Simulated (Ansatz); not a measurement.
# AlH5O2Si: the cost of one run

Method: RHF/6-31G, in Ansatz 0.2.0.

## Step 1: The structure to begin with

Bond lengths: Al1–O2 1.780 Å, O2–Si3 1.680 Å, Si3–H4 1.460 Å, Si3–H5 1.460 Å, Si3–H6 1.460 Å, Al1–H7 1.560 Å, Al1–O8 1.780 Å, O8–H9 1.010 Å. Angles: Al1–O2–Si3 125.0°, O2–Al1–H7 120.0°, O2–Al1–O8 120.0°, H7–Al1–O8 120.0°, O2–Si3–H4 109.5°, O2–Si3–H5 109.5°, O2–Si3–H6 109.5°, H4–Si3–H5 109.4°, H4–Si3–H6 109.4°, H5–Si3–H6 109.4°, Al1–O8–H9 109.5°.

Structure file:

```xyz
9

Al    0.0000    0.0000    0.0000
O     0.0000    0.0000    1.7800
Si   -1.3147   -0.4067    2.7436
H    -2.2390   -1.2403    1.9804
H    -0.8506   -1.1432    3.9157
H    -1.9987    0.8095    3.1733
H     1.3510    0.0000   -0.7800
O    -1.5415    0.0000   -0.8900
H    -2.0512   -0.8467   -0.6815
```

## Step 2: Relaxing the start

Contents of input.yaml:

```yaml
crystal:
  periodic: [false, false, false]
  atoms:
    - { symbol: Al, position_ang: [0.0, 0.0, 0.0] }
    - { symbol: O, position_ang: [0.0, 0.0, 1.78] }
    - { symbol: Si, position_ang: [-1.3147, -0.4067, 2.7436] }
    - { symbol: H, position_ang: [-2.239, -1.2403, 1.9804] }
    - { symbol: H, position_ang: [-0.8506, -1.1432, 3.9157] }
    - { symbol: H, position_ang: [-1.9987, 0.8095, 3.1733] }
    - { symbol: H, position_ang: [1.351, 0.0, -0.78] }
    - { symbol: O, position_ang: [-1.5415, 0.0, -0.89] }
    - { symbol: H, position_ang: [-2.0512, -0.8467, -0.6815] }
basis:
  gaussian: { orbitals: "6-31G" }
hamiltonian:
  xc: hf
relax:
  f_tol: 0.02
  max_steps: 40
output:
  orbitals: {}
```

On the command line:

```console
ansatz run input.yaml --threads 1 --pin off --max-ram 2048MiB --backend cpu --events-out ev --progress --plain --runs-dir out
```

What time and memory should one allow on 1 thread of Arm Neoverse V2, shared host?

About 14 s, with a peak of 0.11 GiB.
